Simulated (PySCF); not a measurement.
**TcH₃⁻: relaxation and vibrations of the sextet**

The task is one start of a wider search on TcH₃⁻: the sextet, from a T-shaped start. It is relaxed, tested by its Hessian and followed downhill if it is a saddle.

Program: PySCF 2.14.0. Level of theory: PBE0, basis Tc def2-TZVPD with ECP28, H def2-TZVPD, scalar-relativistic core potentials, no spin–orbit coupling, density fitting. These are calculated values, not measurements.

## Step 1: The system as given

4 atoms, charge -1, spin multiplicity 6.

Bond lengths: Tc1–H2 1.600 Å, Tc1–H3 1.600 Å, Tc1–H4 1.600 Å. Angles: H2–Tc1–H3 88.0°, H2–Tc1–H4 88.0°, H3–Tc1–H4 176.0°.

```xyz
4
charge -1 multiplicity 6
Tc    0.0000    0.0000    0.0000
H     0.0000    0.0000    1.6000
H     1.5990    0.0000    0.0558
H    -1.5990    0.0000    0.0558
```

## Step 2: First SCF at the start

One driver script runs all steps and calls PySCF; scf.py shows how it sets up the SCF of each step. The optimiser is the driver's own. After this first run the driver tries any further starts and a stability analysis.

File scf.py:

```python
from pyscf import gto, scf, dft
mol = gto.M(atom='''
Tc     0.000000     0.000000     0.000000
H      0.000000     0.000000     1.600000
H      1.599000     0.000000     0.055800
H     -1.599000     0.000000     0.055800''',
    basis={'Tc': 'def2-TZVPD', 'H': 'def2-TZVPD'},
    ecp={'Tc': 'def2-TZVPD'},
    charge=-1, spin=5)
mf = dft.UKS(mol, xc='PBE0')
mf.grids.atom_grid = (50, 194)
aux = {'Tc': 'def2-universal-JKFIT', 'H': 'def2-universal-JKFIT'}
mf = mf.density_fit(auxbasis=aux)
mf.conv_tol = 1e-08
mf.diis_space = 10
mf.max_cycle = 60
mf.init_guess = 'minao'
mf.verbose = 4
mf.kernel()
```

On the command line:

```bash
> OMP_NUM_THREADS=2 python axn.py task.json out
```

After this run come: Relaxing the sextet from the T-shaped start; Hessian and properties.

Before running it: what results should come out? Wanted: minimum; geometry; wavenumbers; dipole moment; highest occupied, lowest empty level; polar-tensor charge of Tc1; zero-point energy; ⟨S²⟩.

**Answer**, as computed:

| quantity | value |
| --- | --- |
| minimum | sextet, D3h |
| geometry | Tc–H 1.788 Å (×3); H–Tc–H 120.0° (×3) |
| wavenumbers (cm⁻¹) | 352 (a2''), 376 (e'), 1467 (e'), 1480 (a1') |
| dipole moment (centre of mass) | 0.00 D |
| highest occupied, lowest empty level (either spin) | -0.06, 2.99 eV |
| polar-tensor charge of Tc1 | +0.24 e |
| zero-point energy | 33.0 kJ/mol |
| entropy at 298.15 K | 251.4 J/(mol K) |
| ⟨S²⟩ | 8.774 |

From C2v at the start the molecule goes to a D3h minimum. The strongest infrared band lies at 1467 cm⁻¹ (e', stretch). Most of the spin sits on Tc1 (Mulliken spin 5.16, against 5 for the whole molecule). Only this shape and spin were tried, so other structures or states may lie lower. One determinant may miss the lowest occupation of an open d or f shell.
